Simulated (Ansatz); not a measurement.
This script makes a ladder of basis sets of GaH₅Se, SMILES [GaH3-][SeH2+] with Ansatz 0.2.0, Python API.

Input file `gah5se.xyz`:
```text
7

Ga   -0.77946   -0.66048   -0.50348
Se    0.80966    0.55822    1.23766
H    -0.45453   -2.12247   -0.13654
H    -2.10688   -0.03893   -0.01810
H    -0.11529   -0.05800   -1.76742
H     2.04663    0.43342    0.48972
H     0.59987    1.88824    0.69816
```

Script `basis_gah5se.py`:
```python
from dataclasses import dataclass
import logging
import sys

import ansatz

logging.basicConfig(stream=sys.stdout, format="%(levelname)s %(message)s")
log = logging.getLogger("calc")
log.setLevel(logging.INFO)


@dataclass
class RunConfig:
    xc: str = "HF"


opts = RunConfig()

geometry = ansatz.Crystal.molecule_from_extxyz("gah5se.xyz")

model = geometry.calculation().functional(opts.xc)

energies = {}
for basis in ["def2-SVP", "def2-SVPD", "def2-TZVP", "def2-TZVPP"]:
    summary = model.basis(gaussian=basis).run().report
    size = summary["n_frozen"] + summary["n_occupied"][0] + summary["n_virtual"][0]
    energies[basis] = (summary["reference_energy_ev"] / 27.211386246, summary["free_energy_ev"] / 27.211386246)
    log.info(f"{basis:14s} {size:4d} orbitals  reference {energies[basis][0]:14.6f} Ha  total {energies[basis][1]:14.6f} Ha")

last = energies["def2-TZVPP"][1]
for basis, (_, total) in energies.items():
    log.info(f"{basis:14s} lies {27.211386 * (total - last):9.4f} eV above def2-TZVPP")
```

How far does the total energy move along this ladder of basis sets?

Against def2-SVP: def2-SVPD -3.9 mHa, def2-TZVP -546.5 mHa and def2-TZVPP -547.8 mHa. The last step alone is -1.21 mHa (these two sets differ little on atoms other than hydrogen). From the first set to the last the time grows from 1.4 to 2.7 s.

The run itself:

```console
$ python basis_gah5se.py
INFO def2-SVP         89 orbitals  reference   -4325.424445 Ha  total   -4325.424445 Ha
INFO def2-SVPD       119 orbitals  reference   -4325.428315 Ha  total   -4325.428315 Ha
INFO def2-TZVP       126 orbitals  reference   -4325.970990 Ha  total   -4325.970990 Ha
INFO def2-TZVPP      166 orbitals  reference   -4325.972205 Ha  total   -4325.972205 Ha
INFO def2-SVP       lies   14.9053 eV above def2-TZVPP
INFO def2-SVPD      lies   14.8000 eV above def2-TZVPP
INFO def2-TZVP      lies    0.0331 eV above def2-TZVPP
INFO def2-TZVPP     lies    0.0000 eV above def2-TZVPP
```

Notes:
- These settings explore the input space; basis and method may be short of convergence.
- The geometry is a force-field or estimated start, not a minimum of this method, and the last set is no limit. Much of the fall in a total is atomic energy, which cancels in bond and reaction energies.
- Timing: 9.4 s on 1 thread of Arm Neoverse V1 (shared host), peak memory 0.37 GiB.
